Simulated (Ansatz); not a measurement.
# K+ with CH3I: structure and interaction energy

One table from this session's results is given with a row withheld; the runs are named, their logs left out.

Program: Ansatz 0.2.0, Gaussian basis. Level of theory: PBE0-D4 structure, single points in def2-TZVPPD. These are calculated values, not measurements.

Levels: PBE-D4, revPBE-D4, BLYP-D4, r2SCAN-D4, B97M-V, PBE0-D4, B3LYP-D4, HSE06-D4, wB97X-V, wB97M-V, B2PLYP, Hartree-Fock, MP2, CCSD, CCSD(T). The reference is CCSD(T) extrapolated to the basis limit. For elements past Ar these valence bases correlate outer-core shells poorly and lack relativity, so that limit is rough.

Cores are frozen in the correlated methods. Filled d shells of the heavier atoms are correlated. Core potentials replace the inner electrons past krypton, and spin-orbit coupling is left out. The outer core shell of Li, Na, Mg and K is correlated. B3LYP uses VWN-RPA correlation. B2PLYP carries no dispersion term here.

163 further runs of the same task are left out: 163 set aside as unsound or not needed. Runs told in other sessions of the task aren't counted.

**Starting geometry**

The pair, from a GFN2-xTB docking trial: 6 atoms, charge 1, spin multiplicity 1.

Atoms are counted from 1 here; the program's logs count them from 0.

Bond lengths: K1–I3 3.464 Å, C2–I3 2.158 Å, C2–H4 1.085 Å, C2–H5 1.086 Å, C2–H6 1.084 Å. Angles: I3–C2–H4 108.5°, I3–C2–H5 107.1°, I3–C2–H6 107.5°, H4–C2–H5 111.0°, H4–C2–H6 111.8°, H5–C2–H6 110.8°, K1–I3–C2 115.5°.

Coordinates:

```
K    -0.1330   -0.1561   -3.8558
C     0.1366    0.1615    0.9313
I    -0.8582   -1.0149   -0.5792
H     0.2021    1.1859    0.5810
H    -0.4646    0.0967    1.8339
H     1.1170   -0.2731    1.0888
```

Atoms 1 to 1 are fragment A (K+), the rest fragment B (CH3I).

Set-up of the first run:

pre/in.yaml reads:

```yaml
crystal:
  periodic: [false, false, false]
  atoms:
    - {symbol: K, position_ang: [-0.133000, -0.156100, -3.855800]}
    - {symbol: C, position_ang: [0.136600, 0.161500, 0.931300]}
    - {symbol: I, position_ang: [-0.858200, -1.014900, -0.579200]}
    - {symbol: H, position_ang: [0.202100, 1.185900, 0.581000]}
    - {symbol: H, position_ang: [-0.464600, 0.096700, 1.833900]}
    - {symbol: H, position_ang: [1.117000, -0.273100, 1.088800]}
basis:
  gaussian: {orbitals: def2-SVP}
total_charge: 1
hamiltonian: {xc: pbe, dispersion: d4}
relax: {f_tol: 0.03, max_steps: 250}
```

The run is started by

```
$ ansatz run in.yaml --threads 4 --pin off --events-out ev --progress --plain --max-ram 9574MiB
```

Among the steps run: A first relaxation in a small basis; Relaxation at PBE0-D4; wB97X-V/def2-TZVPPD; wB97M-V/def2-TZVPPD; B2PLYP/def2-TZVPPD; B97M-V/def2-TZVPPD; CCSD(T)/def2-TZVPPD; MP2/def2-QZVPPD; SPW92/def2-SVP; wB97M-V/def2-SVP; CCSD(T)/def2-SVP; Vibrations of the pair.

One table of the session follows, with a row left open; its other results are not shown here.

```
      method  interaction (kcal/mol)
      PBE-D4                  -11.70
   revPBE-D4                  -10.88
     BLYP-D4                  -11.30
   r2SCAN-D4                  -10.76
      B97M-V                  -10.83
     PBE0-D4                  -11.46
    B3LYP-D4                  -11.40
    HSE06-D4                  -11.49
     wB97X-V                  -10.95
     wB97M-V                  -10.94
      B2PLYP                  -10.26
Hartree-Fock                   -9.35
         MP2                  -10.06
        CCSD                   -9.69
     CCSD(T)                       ?
 CCSD(T)/CBS                  -11.13
```

**Question.** Estimate the row for CCSD(T).

The run gave: interaction (kcal/mol): -9.77. In the column «interaction (kcal/mol)» it lies between MP2 (-10.06) and CCSD (-9.69).
